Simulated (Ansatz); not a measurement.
Geometry optimisation, DFT PBE-D3(BJ), scalar-relativistic, plane waves, PAW (Ansatz 0.2.0).

Input:

```yaml
crystal:
  lattice:
    - [10.86, 0.0, 0.0]
    - [0.0, 10.86, 0.0]
    - [0.0, 0.0, 10.86]
  atoms:
    - { symbol: Si, position: [0.375, 0.125, -0.125] }
    - { symbol: Si, position: [0.625, 0.125, 0.125] }
    - { symbol: Si, position: [0.75, 0.25, 0.0] }
    - { symbol: Si, position: [0.875, 0.375, 0.125] }
    - { symbol: Si, position: [0.75, 0.0, 0.25] }
    - { symbol: Si, position: [0.875, 0.125, 0.375] }
    - { symbol: Si, position: [0.0, 0.0, 0.0] }
    - { symbol: Si, position: [0.125, 0.125, 0.125] }
    - { symbol: Si, position: [0.25, 0.25, 0.0] }
    - { symbol: Si, position: [0.375, 0.375, 0.125] }
    - { symbol: Si, position: [0.5, 0.5, 0.0] }
    - { symbol: Si, position: [0.625, 0.625, 0.125] }
    - { symbol: Si, position: [0.75, 0.75, 0.0] }
    - { symbol: Si, position: [0.875, 0.875, 0.125] }
    - { symbol: Si, position: [0.25, 0.0, 0.25] }
    - { symbol: Si, position: [0.375, 0.125, 0.375] }
    - { symbol: Si, position: [0.5, 0.25, 0.25] }
    - { symbol: Si, position: [0.625, 0.375, 0.375] }
    - { symbol: Si, position: [0.75, 0.5, 0.25] }
    - { symbol: Si, position: [0.875, 0.625, 0.375] }
    - { symbol: Si, position: [0.5, 0.0, 0.5] }
    - { symbol: Si, position: [0.625, 0.125, 0.625] }
    - { symbol: Si, position: [0.75, 0.25, 0.5] }
    - { symbol: Si, position: [0.875, 0.375, 0.625] }
    - { symbol: Si, position: [0.75, 0.0, 0.75] }
    - { symbol: Si, position: [0.875, 0.125, 0.875] }
    - { symbol: Si, position: [0.0, 0.5, 0.0] }
    - { symbol: Si, position: [0.125, 0.625, 0.125] }
    - { symbol: Si, position: [0.25, 0.75, 0.0] }
    - { symbol: Si, position: [0.375, 0.875, 0.125] }
    - { symbol: Si, position: [0.0, 0.25, 0.25] }
    - { symbol: Si, position: [0.125, 0.375, 0.375] }
    - { symbol: Si, position: [0.25, 0.5, 0.25] }
    - { symbol: Si, position: [0.375, 0.625, 0.375] }
    - { symbol: Si, position: [0.5, 0.75, 0.25] }
    - { symbol: Si, position: [0.625, 0.875, 0.375] }
    - { symbol: Si, position: [0.0, 0.0, 0.5] }
    - { symbol: Si, position: [0.125, 0.125, 0.625] }
    - { symbol: Si, position: [0.25, 0.25, 0.5] }
    - { symbol: Si, position: [0.375, 0.375, 0.625] }
    - { symbol: Si, position: [0.5, 0.5, 0.5] }
    - { symbol: Si, position: [0.625, 0.625, 0.625] }
    - { symbol: Si, position: [0.75, 0.75, 0.5] }
    - { symbol: Si, position: [0.875, 0.875, 0.625] }
    - { symbol: Si, position: [0.25, 0.0, 0.75] }
    - { symbol: Si, position: [0.5, 0.25, 0.75] }
    - { symbol: Si, position: [0.625, 0.375, 0.875] }
    - { symbol: Si, position: [0.75, 0.5, 0.75] }
    - { symbol: Si, position: [0.875, 0.625, 0.875] }
    - { symbol: Si, position: [0.0, 0.75, 0.25] }
    - { symbol: Si, position: [0.125, 0.875, 0.375] }
    - { symbol: Si, position: [0.0, 0.5, 0.5] }
    - { symbol: Si, position: [0.125, 0.625, 0.625] }
    - { symbol: Si, position: [0.25, 0.75, 0.5] }
    - { symbol: Si, position: [0.375, 0.875, 0.625] }
    - { symbol: Si, position: [0.0, 0.25, 0.75] }
    - { symbol: Si, position: [0.125, 0.375, 0.875] }
    - { symbol: Si, position: [0.25, 0.5, 0.75] }
    - { symbol: Si, position: [0.375, 0.625, 0.875] }
    - { symbol: Si, position: [0.5, 0.75, 0.75] }
    - { symbol: Si, position: [0.625, 0.875, 0.875] }
    - { symbol: Si, position: [0.0, 0.75, 0.75] }
    - { symbol: Si, position: [0.125, 0.875, 0.875] }
total_charge: -2
basis:
  ecutwfc: 420.0
kpoints:
  mp_grid: { grid: [1, 1, 1] }
hamiltonian:
  xc: pbe
  dispersion: d3bj
  pseudopotentials: { kind: paw, azcp: { folder: soft_1 } }
scf:
  occupations: { method: gaussian, width: 0.02 }
  lower_state_search: "off"
relax:
  f_tol: 0.03
  max_steps: 60
  adjacent_minimum: "off"
```

Run as:

```bash
$ ansatz run input.yaml --threads 4 --pin off --max-ram 10240MiB --backend cpu --events-out ev --progress --plain --runs-dir out
```

Task: Where does it end, and by what steps?

Result: The forces met the threshold. Limits of this set-up: coarse k mesh, no spin, though dangling bonds at a vacancy may carry it, a typed lattice constant that wasn't relaxed here, charged cell in a uniform background, uncorrected. After 3 steps the energy has fallen by 0.121 eV; Si61 moved furthest, 0.17 Å.

```json
{"step": "0", "energy less start (eV)": "0.0000", "largest force component (eV/Å)": "0.141", "accepted": "yes"}
{"step": "1", "energy less start (eV)": "-0.0986", "largest force component (eV/Å)": "0.092", "accepted": "yes"}
{"step": "2", "energy less start (eV)": "-0.1163", "largest force component (eV/Å)": "0.045", "accepted": "yes"}
{"step": "3", "energy less start (eV)": "-0.1208", "largest force component (eV/Å)": "0.025", "accepted": "yes"}
```

```xyz
63
Lattice="10.8600 0.0000 0.0000 0.0000 10.8600 0.0000 0.0000 0.0000 10.8600" Properties=species:S:1:pos:R:3
Si 4.174 1.256 -1.256
Si 6.686 1.256 1.256
Si 8.115 2.685 0.001
Si 9.492 4.062 1.348
Si 8.115 0.001 2.685
Si 9.492 1.348 4.062
Si 0.000 0.000 0.000
Si 1.360 1.354 1.354
Si 2.745 2.685 -0.001
Si 4.076 4.070 1.354
Si 5.430 5.430 0.000
Si 6.784 6.790 1.354
Si 8.115 8.175 -0.001
Si 9.500 9.506 1.354
Si 2.745 -0.001 2.685
Si 4.076 1.354 4.070
Si 5.431 2.685 2.685
Si 6.778 4.062 4.062
Si 8.142 5.424 2.712
Si 9.505 6.785 4.075
Si 5.430 0.000 5.430
Si 6.784 1.354 6.790
Si 8.142 2.712 5.424
Si 9.505 4.075 6.785
Si 8.115 -0.001 8.175
Si 9.500 1.354 9.506
Si 0.000 5.430 0.000
Si 1.368 6.798 1.348
Si 2.745 8.175 0.001
Si 4.174 9.604 1.256
Si -0.006 2.712 2.712
Si 1.355 4.075 4.075
Si 2.718 5.436 2.712
Si 4.082 6.798 4.062
Si 5.429 8.175 2.685
Si 6.784 9.506 4.070
Si 0.000 0.000 5.430
Si 1.368 1.348 6.798
Si 2.718 2.712 5.436
Si 4.082 4.062 6.798
Si 5.430 5.430 5.430
Si 6.778 6.798 6.798
Si 8.142 8.148 5.436
Si 9.492 9.512 6.798
Si 2.745 0.001 8.175
Si 5.429 2.685 8.175
Si 6.784 4.070 9.506
Si 8.142 5.436 8.148
Si 9.492 6.798 9.512
Si 0.006 8.148 2.712
Si 1.368 9.512 4.062
Si 0.000 5.430 5.430
Si 1.355 6.785 6.785
Si 2.718 8.148 5.424
Si 4.076 9.506 6.790
Si 0.006 2.712 8.148
Si 1.368 4.062 9.512
Si 2.718 5.424 8.148
Si 4.076 6.790 9.506
Si 5.431 8.175 8.175
Si 6.686 9.604 9.604
Si -0.006 8.148 8.148
Si 1.360 9.506 9.506
```

Whether the end is a true minimum wasn't checked by a vibrational analysis.

Run time: 17 s on 4 threads of Arm Neoverse V1, on a shared host, peak memory 1 GiB.
